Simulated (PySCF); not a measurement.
# BBr (Boron Monobromide): the cost of one run

Programs: PySCF 2.14.0, with routines of our own; each step states its level. All values are computed. Atoms count from 0.

## (1) The system as given

2 atoms, charge 0, multiplicity 1; geometry from: GFN2-xTB.

## (2) Optimising the geometry at PBE0-D3(BJ)/def2-SVP

What the job is given:

```
{"job": {"xc": "PBE0", "basis": "def2-SVP", "d3": "d3bj", "grid": 1, "maxiter": 30, "shake": 0.01, "kind": "geom"}, "charge": 0, "multiplicity": 1}
B      0.905700    -0.028170     0.001000
Br    -0.888210    -0.000650    -0.013120
```

Launch:

```
> OMP_NUM_THREADS=1 python heavy_run.py task.json out
```

The driver reads the jobs from task.json and runs them one after another.

**Question.** How long does this first job take on 1 thread of Arm Neoverse V1, shared host, and how much memory does it need?

About 2.8 s, with a peak of 0.25 GiB.
